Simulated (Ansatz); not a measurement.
The same calculation of C2H5FSe2, SMILES C[Se][Se]CF as a Python script and as an input file (the Python package of Ansatz (0.2.0)).

The script, `energy_c2h5fse2.py`:
```python
'''Single point of C2H5FSe2 in a Gaussian basis.'''

from pathlib import Path

import ansatz as az

geometry_ang = [
    ('C', (1.8844, 0.1501, 0.1157)),
    ('Se', (0.8535, -1.4261, -0.3714)),
    ('Se', (-0.8534, -0.8691, 1.1986)),
    ('C', (-1.865, 0.1017, -0.1515)),
    ('F', (-2.3044, -0.7753, -1.1249)),
    ('H', (1.2956, 1.0661, -0.0961)),
    ('H', (2.1385, 0.1124, 1.1951)),
    ('H', (2.8204, 0.1729, -0.4791)),
    ('H', (-1.2282, 0.8833, -0.6143)),
    ('H', (-2.7414, 0.5841, 0.3277)),
]
molecule = az.Crystal.molecule()
for symbol, xyz in geometry_ang:
    molecule = molecule.atom(symbol, xyz)

base = (
    molecule.calculation()
    .basis(gaussian='def2-TZVP')  # atom-centred Gaussian functions
    .functional('B3LYP')  # exchange and correlation
    .scf(lower_state_search='light')  # control of the self-consistency loop
    .orbitals()
)
res = base.run(threads=1, runs_dir='out')
r = res.report

print(f'E = {r["free_energy_ev"]:.6f} eV = {r["free_energy_ev"] / 27.211386246:.7f} Ha')
print('converged:', r['converged'], ' doubts:', r['published_state_doubts'] or 'none')

state = r['mean_field']['state']
print(f'mean field: {state["energy"]["hartree"]:.7f} Ha, <S^2> = {abs(state["spin_squared"]):.4f}, stability: {state.get("stability", {}).get("kind")}')

lines = Path(r['orbitals_path']).read_text().splitlines()
field_of = lambda key: [line.split('=')[1].strip() for line in lines if line.startswith(key)]
orbitals = [(27.211386 * float(e), s, float(n)) for e, s, n in zip(field_of('Ene='), field_of('Spin='), field_of('Occup='))]
homo = max(e for e, _, n in orbitals if n > 0.5)
lumo = min(e for e, _, n in orbitals if n < 0.5)
print(f'HOMO {homo:.3f} eV, LUMO {lumo:.3f} eV, gap {lumo - homo:.3f} eV')
```

```console
$ python energy_c2h5fse2.py
E = -135575.825045 eV = -4982.3196738 Ha
converged: True  doubts: none
mean field: -4982.3196738 Ha, <S^2> = 0.0000, stability: minimum
HOMO -6.464 eV, LUMO -1.971 eV, gap 4.493 eV
```

`input.yaml`:
```yaml
crystal:
  periodic: [false, false, false]
  atoms:
    - { symbol: C, position_ang: [1.8844, 0.1501, 0.1157] }
    - { symbol: Se, position_ang: [0.8535, -1.4261, -0.3714] }
    - { symbol: Se, position_ang: [-0.8534, -0.8691, 1.1986] }
    - { symbol: C, position_ang: [-1.865, 0.1017, -0.1515] }
    - { symbol: F, position_ang: [-2.3044, -0.7753, -1.1249] }
    - { symbol: H, position_ang: [1.2956, 1.0661, -0.0961] }
    - { symbol: H, position_ang: [2.1385, 0.1124, 1.1951] }
    - { symbol: H, position_ang: [2.8204, 0.1729, -0.4791] }
    - { symbol: H, position_ang: [-1.2282, 0.8833, -0.6143] }
    - { symbol: H, position_ang: [-2.7414, 0.5841, 0.3277] }
basis:
  gaussian:
    orbitals: def2-TZVP
hamiltonian:
  xc: b3lyp
scf:
  lower_state_search: light
output:
  orbitals: {}
```

These settings explore the input space; basis and method may be short of convergence. The geometry is a force-field or estimated start, not a minimum of this method, and the basis set is short of its limit. b3lyp holds the VWN-RPA fit, as in Gaussian; the form of ORCA and Turbomole is b3lyp5. Levels such as HOMO and LUMO are orbital energies: with these approximate functionals they aren't the ionisation energy and electron affinity, and their gap isn't the fundamental gap. Wall time of the script: 17 s on 1 thread of Arm Neoverse V2, on a shared host, peak memory 0.82 GiB.

(Lines on the test bed's own set-up are left out of the output.)
